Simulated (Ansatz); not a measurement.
**HfC (P6_3/mmc): relaxations under a series of pressures in Python**

Aim: relaxations under a series of pressures, for HfC (P6_3/mmc), run from a script.

All numbers are computed with the Python package of Ansatz 0.2.0. Level of theory: DFT PBEsol, plane waves, PAW.

**1. The structure**

It takes space group P6_3/mmc (No. 194, hexagonal). Conventional cell: a = 3.343 Å, b = 3.343 Å, c = 5.203 Å, α = 90.00°, β = 90.00°, γ = 120.00°. Hf (site symmetry -6m2) is surrounded by 6 C at 2.33 Å. Around C (site symmetry -3m) lie 6 Hf at 2.33 Å.

Input file POSCAR_hfc:

```text
HfC
1.0
   3.34286605    0.00000000    0.00000000
  -1.67143303    2.89500692    0.00000000
   0.00000000    0.00000000    5.20271400
Hf C
2 2
Direct
   0.66666667    0.33333333    0.75000000
   0.33333333    0.66666667    0.25000000
   0.00000000    0.00000000    0.00000000
   0.00000000    0.00000000    0.50000000
```

**2. The code**

Contents of hfc_compress.py:

```python
# -*- coding: utf-8 -*-
import warnings

import ansatz as az
from ase.io import read
import numpy as np
import pandas as pd

def edges_and_angles(cell):
    cell = np.asarray(cell)
    a, b, c = np.linalg.norm(cell, axis=1)
    cosines = cell[1] @ cell[2] / (b * c), cell[0] @ cell[2] / (a * c), cell[0] @ cell[1] / (a * b)
    return (a, b, c, *np.degrees(np.arccos(cosines)))

warnings.simplefilter('ignore', az.DeckWarning)

atoms = read('POSCAR_hfc', format='vasp')
hfc = az.Crystal.from_ase(atoms)

setup = hfc.calculation()
setup = setup.functional('PBEsol')
setup = setup.kpoints(spacing=0.29).occupations('fermi_dirac', width=0.1)

rows = []
for pressure in [0, 5, 10, 20]:
    out = setup.relax(cell=True, pressure=pressure, force_tolerance=0.03, max_steps=60).run(threads=1)
    cell = out.lattice.cell_ang
    n_atoms = len(out.lattice.sites)
    volume = abs(np.linalg.det(cell)) / n_atoms
    enthalpy = out.report['free_energy_ev'] / n_atoms + pressure * volume / 160.21766
    rows.append((pressure, volume, enthalpy, *edges_and_angles(cell)))
    print(f'{pressure} GPa done: {volume:.4f} A^3/atom')

table = pd.DataFrame(rows, columns=['P_GPa', 'V_A3_atom', 'H_eV_atom', 'a', 'b', 'c', 'alpha', 'beta', 'gamma'])
print(table.round(4).to_string(index=False))
p, v = np.array([row[0] for row in rows], float), np.array([row[1] for row in rows])
print('mean bulk modulus between rows (GPa):', np.round(-np.diff(p) / np.diff(np.log(v)), 1))
```

**3. The input behind the calls**

The package turns the script's settings into the engine's input (first run):

```yaml
crystal:
  lattice:
    - [3.34286605, 0.0, 0.0]
    - [-1.67143303, 2.89500692, 0.0]
    - [0.0, 0.0, 5.202714]
  atoms:
    - { symbol: Hf, position: [0.66666667, 0.33333333, 0.75] }
    - { symbol: Hf, position: [0.3333333299999999, 0.66666667, 0.25] }
    - { symbol: C, position: [0.0, 0.0, 0.0] }
    - { symbol: C, position: [0.0, 0.0, 0.5] }
kpoints:
  mp_grid:
    kspacing: 0.29
hamiltonian:
  xc: pbesol
scf:
  occupations:
    method: fermi_dirac
    width: 0.1
relax:
  f_tol: 0.03
  max_steps: 60
  cell:
    p_target: 0.0
```

**4. The run**

On the command line:

```console
$ python hfc_compress.py
```

What it wrote:

```text
0 GPa done: 12.2018 A^3/atom
5 GPa done: 11.9655 A^3/atom
10 GPa done: 11.7503 A^3/atom
20 GPa done: 11.3700 A^3/atom
 P_GPa  V_A3_atom  H_eV_atom      a      b      c  alpha  beta  gamma
     0    12.2018 -7923.1653 3.2914 3.2914 5.2024   90.0  90.0  120.0
     5    11.9655 -7922.7882 3.2714 3.2714 5.1640   90.0  90.0  120.0
    10    11.7503 -7922.4182 3.2530 3.2530 5.1286   90.0  90.0  120.0
    20    11.3700 -7921.6970 3.2201 3.2201 5.0647   90.0  90.0  120.0
mean bulk modulus between rows (GPa): [255.7 275.4 303.9]
```

Run time: 80 s. Hardware: 1 thread of Arm Neoverse V2, shared host; peak memory 0.52 GiB.

**5. Run by run**

The 4 runs, in the order started:

```tsv
run	pressure asked (GPa)	energy from run 1 (meV/atom)	final volume (Å³/atom)	pressure (GPa)	SCF cycles in all	CPU time (s)
1	0	0.00	12.20	0.00	42	19
2	5	3.61	11.97	5.00	46	21
3	10	13.66	11.75	10.00	46	19
4	20	48.95	11.37	20.00	46	20
```

Energies are free energies F = E - TS of the smeared occupations. 

**6. How the relaxation of run 1 went**

Relaxation path:

```csv
step,E - E(step 1) (eV/cell),largest force component (eV/Å),pressure (GPa),volume (Å³)
1,0.0000,0.0000,-7.34,50.35
2,-0.0148,0.0000,6.63,47.61
3,-0.0432,0.0000,-0.25,48.86
4,-0.0434,0.0000,-0.04,48.82
5,-0.0413,0.0000,-0.07,48.82
6,-0.0413,0.0000,0.00,48.81
7,-0.0413,0.0000,0.00,48.81
```

Step 1 is the start. Steps 5, 7 each repeat the geometry before them on a plane-wave basis chosen anew, so the energy can jump there without any move.

«Before» is this run's own start.

|  | before | after | change |
| --- | --- | --- | --- |
| a (Å) | 3.343 | 3.291 | -1.5 % |
| b (Å) | 3.343 | 3.291 | -1.5 % |
| c (Å) | 5.203 | 5.202 | 0.0 % |
| volume (Å³/atom) | 12.59 | 12.20 | -3.1 % |
| shortest distance (Å) | 2.327 | 2.303 | -1.1 % |
| space group (0.01 Å) | P6_3/mmc | P6_3/mmc | same |

Forces and stress were held to the start's 24 operations: a distortion of lower symmetry was not tested.

**7. Path of the relaxation of run 4**

Step by step:

| step | energy from step 1 (eV/cell) | largest force component (eV/Å) | pressure (GPa) | volume (Å³) |
| --- | --- | --- | --- | --- |
| 1 | 0.0000 | 0.0000 | -7.34 | 50.35 |
| 2 | 0.4301 | 0.0000 | 33.49 | 43.77 |
| 3 | 0.1169 | 0.0000 | 18.22 | 45.75 |
| 4 | 0.1453 | 0.0000 | 19.91 | 45.51 |
| 5 | 0.1469 | 0.0000 | 20.00 | 45.49 |
| 6 | 0.1527 | 0.0000 | 19.89 | 45.49 |
| 7 | 0.1545 | 0.0000 | 20.00 | 45.48 |
| 8 | 0.1545 | 0.0000 | 20.00 | 45.48 |

Step 1 is the start. Steps 6, 8 each repeat the geometry before them on a plane-wave basis chosen anew, so the energy can jump there without any move.

«Before» is this run's own start.

|  | before | after | change |
| --- | --- | --- | --- |
| a (Å) | 3.343 | 3.220 | -3.7 % |
| b (Å) | 3.343 | 3.220 | -3.7 % |
| c (Å) | 5.203 | 5.065 | -2.7 % |
| volume (Å³/atom) | 12.59 | 11.37 | -9.7 % |
| shortest distance (Å) | 2.327 | 2.249 | -3.4 % |
| space group (0.01 Å) | P6_3/mmc | P6_3/mmc | same |

The run keeps the 24 symmetry operations of the start, so it could not have lowered the symmetry.

Under a set pressure the enthalpy E + pV is minimised, so E itself may rise.

**8. What came out**

| quantity | value |
| --- | --- |
| bulk modulus between neighbouring pressures | 255.7 to 303.9 GPa |
| runs compared | 4 |
| range of energy | 48.95 meV/atom |

**Reading.** The crystal stiffens as it is compressed. The volume falls from 12.20 Å³ an atom at 0 GPa to 11.37 at 20 GPa, by 6.8 %. Between 0 and 5 GPa, -V dP/dV is about 256 GPa, a mean over that step. In run 1, over 4 moves the cell shrank by 3.1 % in volume, and the space group stayed P6_3/mmc. In run 4, over 5 moves the cell shrank by 9.7 % in volume under the 20 GPa asked, and the space group stayed P6_3/mmc. At a fixed pressure a relaxation lowers the enthalpy F + PV, while F alone can rise. The mesh is modest for a metal, so energies can be off by several to tens of meV an atom and pressures by half a GPa or more; differences at equal mesh fare better. Spin-orbit coupling, which matters for elements this heavy, is left out. This cell is a computed structure, which may not be the phase found in nature. Symmetry holds the cell in this phase, so another phase that may be stable under pressure is not reached.
